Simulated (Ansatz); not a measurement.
**HfNH (quintet): from Hartree-Fock to the top rungs, def2-TZVPP**

One table from this session's results is given with a row withheld; the runs are named, their logs left out.

The runs use Ansatz 0.2.0, Gaussian basis; def2-TZVPP, core rule «outside noble gas», up to 5 orbitals frozen.

The runs, in order: UHF; ROHF; CCSD(T) on UHF.

## What is computed

The geometry is a PBE0/def2-TZVP stationary point (not a proven minimum). No spin-orbit coupling is included. Elements past krypton take def2 core potentials.

3 atoms, charge 0, spin multiplicity 5.

Atoms are counted from 1 here; the program's logs count them from 0.

Bond lengths: Hf1–N2 2.034 Å, N2–H3 1.017 Å. Angles: Hf1–N2–H3 147.1°.

Set-up of the first run:

File in.yaml:

```yaml
crystal:
  periodic: [false, false, false]
  atoms:
    - {symbol: Hf, position_ang: [0.000000, -0.111469, 1.647238]}
    - {symbol: N, position_ang: [0.000000, -0.201315, -0.385063]}
    - {symbol: H, position_ang: [0.000000, 0.312783, -1.262174]}
basis:
  gaussian: {orbitals: def2-TZVPP}
magnetization: {spin_polarized: true, initial_magnetization: 4}
hamiltonian: {xc: hf}
output: {orbitals: {seedname: orbitals}}
```

The run is started by

```bash
ansatz run in.yaml --threads 1 --pin off --events-out ev --progress --plain --max-ram 4096MiB --backend cpu
```

Among the steps run: UHF; ROHF; CCSD(T) on UHF.

One table of the session follows, with a row left open; its other results are not shown here.

It belongs to the step «Misses and costs». 

```
  method  from UCCSD(T) (meV)
    ROHF                    ?
     UHF              +6641.5
    UMP2               +771.6
   UCCSD               +255.5
UCCSD(T)                    0
```

Q: Estimate the row for ROHF from the others.

The run gave: from UCCSD(T) (meV): +6837.3. In the column «from UCCSD(T) (meV)» it is the highest.

With the free atoms at the same levels and basis (separate runs), the atomisation energy is 5.582 eV at UCCSD(T), 3.789 eV at ROHF.
